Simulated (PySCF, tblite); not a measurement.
# C₄H₉BOSi: geometry, infrared bands and NMR shifts

Wanted: the infrared bands and NMR shifts of C₄H₉BOSi (`CCC1=CBO[SiH2]1`), by calculation.

Computed with tblite 0.8.0 and PySCF 2.14.0, with density-fitted response routines of our own, on a single molecule in the gas phase. Atoms are numbered from 0 throughout.

## Step 1: The starting structure

16 atoms, charge 0, multiplicity 1; geometry from: force field or distance geometry start.

Bonds of the start (Å): C0–C1 1.52, C1–C2 1.49, C2–C3 1.34, C3–B4 1.57, B4–O5 1.47, O5–Si6 1.73, Si6–C2 1.82, C0–H7 1.12, C0–H8 1.11, C0–H9 1.10, C1–H10 1.12, C1–H11 1.11, C3–H12 1.08, B4–H13 1.18, Si6–H14 1.47, Si6–H15 1.46.

## Step 2: Geometry optimisation with GFN2-xTB

What the job is given:

```
{"job": {"kind": "relax", "xc": "GFN2-xTB", "basis": "xTB"}, "charge": 0, "multiplicity": 1}
C      1.986300     0.513800    -1.015100
C      1.313400     0.241700     0.322600
C     -0.146400    -0.009500     0.174300
C     -1.049300     0.926600    -0.149000
B     -2.503600     0.334200    -0.129600
O     -2.633400    -1.115400     0.097100
Si    -1.020800    -1.564100     0.521400
H      1.558300     1.439800    -1.467400
H      1.828800    -0.344900    -1.701700
H      3.064200     0.664900    -0.865200
H      1.792800    -0.658800     0.785500
H      1.476900     1.095900     1.016500
H     -0.808600     1.964800    -0.294300
H     -3.387700     1.057300     0.147000
H     -0.941200    -1.891300     1.956700
H     -0.537400    -2.646100    -0.333100
```

Command:

```bash
> OMP_NUM_THREADS=1 python probes_run.py task.json out
```

The driver reads the jobs from task.json and runs them one after another.

**Question.** This job is followed by: GFN2-xTB harmonic vibrations, gas phase; GIAO PBE0/pcSseg-1 NMR shielding, non-relativistic, gas phase. Predict these results of the whole session: strongest single infrared mode (GFN2-xTB); zero-point energy (GFN2-xTB); 13C shifts against TMS (PBE0/pcSseg-1); 1H shifts against TMS (PBE0/pcSseg-1, means over atoms taken as alike); 11B shifts against BF3·OEt2 (PBE0/pcSseg-1); 17O shifts against H2O (PBE0/pcSseg-1); 29Si shifts against TMS (PBE0/pcSseg-1).

As calculated:

```
                                                              quantity                             value
                             strongest single infrared mode (GFN2-xTB)             2291 cm⁻¹, 440 km/mol
                                          zero-point energy (GFN2-xTB)                     75.7 kcal/mol
                                13C shifts against TMS (PBE0/pcSseg-1)      190.2, 154.7, 36.0, 18.9 ppm
1H shifts against TMS (PBE0/pcSseg-1, means over atoms taken as alike)  7.26, 5.36, 5.30, 2.66, 1.15 ppm
                           11B shifts against BF3·OEt2 (PBE0/pcSseg-1)                          44.8 ppm
                                17O shifts against H2O (PBE0/pcSseg-1)                         174.9 ppm
                               29Si shifts against TMS (PBE0/pcSseg-1)                          -7.0 ppm
```

The optimisation took 127 steps and gained 0.739 eV; among the close pairs (by a distance rule), B4–O5 changed most, from 1.473 to 1.355 Å. No mode is imaginary among the 42: a minimum at this level. The strongest single mode, at 2291 cm⁻¹, moves mainly H14. GFN2-xTB is a fitted tight-binding method: band positions and strengths are rough. Its intensities can rank the bands wrongly. H12 (hydrogen on an alkene CH) lies farthest downfield among hydrogen, at 7.26 ppm; olefinic region. At PBE0/pcSseg-1: The largest span, 377 ppm, is at O5, where the paramagnetic term is -235 ppm.
